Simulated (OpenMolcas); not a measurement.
# W⁴⁺ among point charges: CASSCF and CASPT2 levels and susceptibility

Aim: the splitting of the states of W⁴⁺ in the field of 5 point charges, its lowest levels with spin-orbit coupling and its magnetic susceptibility.

Program: OpenMolcas 26.06. Level of theory: state-averaged CASSCF and CASPT2, spin-orbit coupling by RASSI with atomic mean-field integrals. These are calculated values, not measurements, unless marked.

### 1 Starting point

| Quantity | Value |
| --- | --- |
| Species | W⁴⁺ (tungsten, Z = 74, 70 electrons) |
| Basis | ANO-RCC-VDZP [7s6p4d2f1g], 68 functions |
| Scalar Hamiltonian | DKH2, point nucleus |
| Inactive shells | 1s 2s 2p 3s 3p 3d 4s 4p 4d 4f 5s 5p |
| Active space | 2 electrons in 5 orbitals (5d) |
| Some configurations of this space | 5d2 |
| Orbitals | optimised for each spin and parity, averaged over all roots |

The outer shells:

5d2
```
5d [↑ ][↑ ][  ][  ][  ]
```

The ion sits among 5 point charges of -0.5 e arranged as a square pyramid (C4v), 2.22 Å from the ion, with the axial distance 2.131 Å.

Each step is its own input file, run in one work folder so that later steps find the files of earlier ones. Labels, J, g values, rates, χT and fits are worked out afterwards by a script from the matrices that RASSI stores.

### 2 Basis and integrals

Contents of a.inp:

```
&GATEWAY
Coord
1

W 0.0 0.0 0.0
Basis=ANO-RCC-VDZP
Group=NoSym
NoMove
AngMom=0.0 0.0 0.0
AMFI
XField
5 Angstrom 0
2.220000 0.000000 0.000000 -0.500000
0.000000 2.220000 0.000000 -0.500000
-2.220000 0.000000 0.000000 -0.500000
0.000000 -2.220000 0.000000 -0.500000
0.000000 0.000000 2.131200 -0.500000
&SEWARD
```

Started as:

```sh
$ OMP_NUM_THREADS=1 MOLCAS_MEM=1689 MOLCAS_PROJECT=a pymolcas a.inp > a.log
```

### 3 Reference wave functions, triplets, 10 roots

Contents of a.inp:

```
&RASSCF
FileOrb=start.orb
Symmetry=1
Spin=3
nActEl=2 0 0
Inactive=34
Ras2=5
CIRoot=10 10 1
SDav=10
CIMx=300
Iter=120 100
PrWF=0.3
OrbListing=Nothing
MaxOrb=0
>>> COPY $Project.JobIph JOB001
```

start.orb holds the contracted functions of the basis, ordered by shell, or the orbitals of the step before.

### 4 CASSCF: singlets, 15 roots

Contents of a.inp:

```
&RASSCF
FileOrb=start.orb
Symmetry=1
Spin=1
nActEl=2 0 0
Inactive=34
Ras2=5
CIRoot=15 15 1
SDav=15
CIMx=300
Iter=120 100
PrWF=0.3
OrbListing=Nothing
MaxOrb=0
>>> COPY $Project.JobIph JOB002
```

### 5 RASSI: spin-orbit coupling between the states

Contents of a.inp:

```
&RASSI
NrOfJobIphs=2 10 15
1 2 3 4 5 6 7 8 9 10
1 2 3 4 5 6 7 8 9 10 11 12 13 14 15
IphNames
JOB001
JOB002
EJob
SpinOrbit
DIPRint=1.0
SOCoupling=1000.0
Subsets=2
Property=9
'ANGMOM' 1 'ANGMOM' 2 'ANGMOM' 3 'MLTPL  1' 1 'MLTPL  1' 2 'MLTPL  1' 3
'AMFI' 1 'AMFI' 2 'AMFI' 3
SOProperty=3
'ANGMOM' 1 'ANGMOM' 2 'ANGMOM' 3
```

### 6 CASPT2: IPEA 0.25, imaginary shift 0.1 (closed shells correlated: 4f 5s 5p)

Contents of a.inp:

```
>>> COPY JOB001 $Project.JobIph
&CASPT2
Multistate=10 1 2 3 4 5 6 7 8 9 10
NoMult
Frozen=23
IPEA=0.25
Imaginary=0.1
MaxIter=60
WThr=0.0 0.3 0.05
PrWF=0.5
NoMix
>>> COPY JOB002 $Project.JobIph
&CASPT2
Multistate=15 1 2 3 4 5 6 7 8 9 10 11 12 13 14 15
NoMult
Frozen=23
IPEA=0.25
Imaginary=0.1
MaxIter=60
WThr=0.0 0.3 0.05
PrWF=0.5
NoMix
```

(Steps that only read results are left out.)

What does the calculation give? Wanted: spin-free ground state; first state of the same spin within the active space; lowest level; next level.

As calculated:

| quantity | value |
| --- | --- |
| method | SS-CASPT2, IPEA 0.25, imaginary shift 0.1 (closed shells correlated: 4f 5s 5p) |
| spin-free ground state | triplet, 1-fold in its orbital part |
| first state of the same spin within the active space | triplet at 460 cm⁻¹ |
| lowest level | 1-fold |
| next level | 520.2 cm⁻¹ |
| χT at 300 K | 0.19 cm³ K/mol |
| effective moment at 300 K | 1.24 μB |

Cost by method:

```csv
method,time of its own steps,time with the reference
A. CASSCF,7.1 s,7.1 s
"B. SS-CASPT2, IPEA 0.25, imaginary shift 0.1, +4f 5s 5p",8.7 s,16 s
```

Times are of one thread on a shared host.

What this shows: The spin-free ground state (triplet) comes to 98 % from free-ion F terms and keeps the highest spin of the shell. χT at 300 K is 0.19, against 1.00 cm³ K/mol for the spin alone, so spin-orbit coupling lowers it. The field of point charges can differ much from that of real complexes. Point charges carry no covalency, so the field is a model and not that of real ligands.
